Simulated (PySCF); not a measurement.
# How the numerical set-up moves the result for HRhS

Aim: see how much the energy and properties of HRhS depend on the numerical set-up.

Computed with PySCF 2.14.0. Level: each script names its method and basis.

2 further runs of the same task are left out: 1 for a known fault of the program, 1 that didn't finish.

### Step 1. Where the work starts

HRhS: 3 atoms, charge 0, spin multiplicity 1.

Bond lengths: Rh1–S2 2.025 Å, Rh1–H3 1.520 Å. Angles: S2–Rh1–H3 91.1°.

Coordinates:

```mol
HRhS
  3D, bonds by distance, orders not assigned

  3  2  0  0  0  0  0  0  0  0999 V2000
   -0.2410   -0.1418    0.3859 Rh  0  0
    0.7494    0.4410   -1.2820 S   0  0
    0.8230    0.4843    1.2718 H   0  0
  1  2  8  0
  1  3  8  0
M  END
```

### Step 2. The base run

Contents of input.py:

```python
from pyscf import gto, dft

mol = gto.M(
    atom='Rh -0.241 -0.1418 0.3859; S 0.7494 0.441 -1.282; H 0.823 0.4843 1.2718',
    basis='lanl2dz',
    ecp={'Rh': 'lanl2dz', 'S': 'lanl2dz'},
    charge=0,
    spin=0,
    symmetry=True,
    verbose=4,
)
mf = dft.RKS(mol, xc='mn15')
mf.level_shift = 0.3
mf.kernel()
mf.mulliken_pop()
mf.dip_moment()
print('orbital energies (hartree):', mf.mo_energy[..., max(0, mol.nelec[1]-3):mol.nelec[0]+3].round(4))
```

The run is started by

```sh
$ OMP_NUM_THREADS=1 python input.py
```

The log of this run is left out.

It gives: E(SCF) = -119.854736 Eh, μ = 2.79 D.

### Step 3. Def2-svp

Variant 1 changes basis set: lanl2dz → def2-svp. The core potential changes with it: totals don't compare.

Contents of input.py:

```python
from pyscf import gto, dft

mol = gto.M(
    atom='Rh -0.241 -0.1418 0.3859; S 0.7494 0.441 -1.282; H 0.823 0.4843 1.2718',
    basis='def2-svp',
    ecp={'Rh': 'def2-svp'},
    charge=0,
    spin=0,
    symmetry=True,
    verbose=4,
)
mf = dft.RKS(mol, xc='mn15')
mf.level_shift = 0.3
mf.kernel()
mf.mulliken_pop()
mf.dip_moment()
print('orbital energies (hartree):', mf.mo_energy[..., max(0, mol.nelec[1]-3):mol.nelec[0]+3].round(4))
```

The run is started by

```sh
$ OMP_NUM_THREADS=1 python input.py
```

### Step 4. Crenbl

Variant 2 changes basis set: lanl2dz → crenbl. The core potential changes with it: totals don't compare.

input.py: that of step 2 with these lines changed.

```diff
@@ -4,4 +4,4 @@
     atom='Rh -0.241 -0.1418 0.3859; S 0.7494 0.441 -1.282; H 0.823 0.4843 1.2718',
-    basis='lanl2dz',
-    ecp={'Rh': 'lanl2dz', 'S': 'lanl2dz'},
+    basis='crenbl',
+    ecp={'Rh': 'crenbl', 'S': 'crenbl'},
     charge=0,
```

Before running it: what results should come out? Wanted: for each run, E(SCF); from base; gap; SCF dipole.

The runs gave:

| run | E(SCF) (hartree) | from base (eV) | cycles | gap (eV) | SCF dipole (D) | functions |
| --- | --- | --- | --- | --- | --- | --- |
| base | -119.854736 | 0 | 32 | 2.67 | 2.79 | 32 |
| def2-svp | -508.794486 | not comparable | 24 | 3.30 | 2.30 | 54 |
| crenbl | -120.488097 | not comparable | 19 | 3.22 | 2.53 | 60 |

What this shows: Total energies from different bases, Hamiltonians or methods carry different errors, so properties are taken as differences within one set-up.
